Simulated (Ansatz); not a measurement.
# Ni (fcc type): the cost of one run

Computed with Ansatz 0.2.0 (DFT LDA, with the methods named in each step, unless a step's input says otherwise).

## Step 1: The structure to begin with

Symmetry: Fm-3m, No. 225, cubic system. Conventional cell: a = 3.425 Å, b = 3.425 Å, c = 3.425 Å, α = 90.00°, β = 90.00°, γ = 90.00°. Around Ni (site symmetry m-3m) lie 12 Ni at 2.42 Å.

Structure file:

```
CELL_PARAMETERS angstrom
0.00000 1.71236 1.71236
1.71236 0.00000 1.71236
1.71236 1.71236 0.00000
ATOMIC_POSITIONS crystal
Ni 0.00000 0.00000 0.00000
```

Whether this phase is the stable one at these pressures isn't tested.

## Step 2: The reference volume, LAPW

input.yaml

```yaml
crystal:
  lattice:
    - [0.0, 1.7123597426, 1.7123597426]
    - [1.7123597426, 0.0, 1.7123597426]
    - [1.7123597426, 1.7123597426, 0.0]
  atoms:
    - { symbol: Ni, position: [0.0, 0.0, 0.0], spin: 1.0 }
magnetization:
  spin_polarized: true
kpoints:
  mp_grid: { grid: [18, 18, 18] }
  band_path:
    path:
      - [0.0, 0.0, 0.0]
      - [0.5, 0.0, 0.5]
      - [0.625, 0.25, 0.625]
      - [0.375, 0.375, 0.75]
      - [0.0, 0.0, 0.0]
      - [0.5, 0.5, 0.5]
      - [0.5, 0.25, 0.75]
      - [0.5, 0.0, 0.5]
    npoints: 14
scf:
  occupations: { method: fermi_dirac, width: 0.08 }
hamiltonian:
  xc: lda
  pseudopotentials: { kind: all_electron, lapw: { basis_error: 0.001 } }
output:
  forces: true
  stress: true
  eigenvalues: true
  populations: true
  dos: { projected: true, de: 0.2, e_range: [-14, 8] }
```

Run with:

```
$ ansatz run input.yaml --threads 1 --pin off --max-ram 3072MiB --backend cpu --events-out ev --progress --plain --runs-dir out
```

Q: Estimate wall time and peak memory on 1 thread of Arm Neoverse V1, shared host.

About 38 s, with a peak of 0.48 GiB.
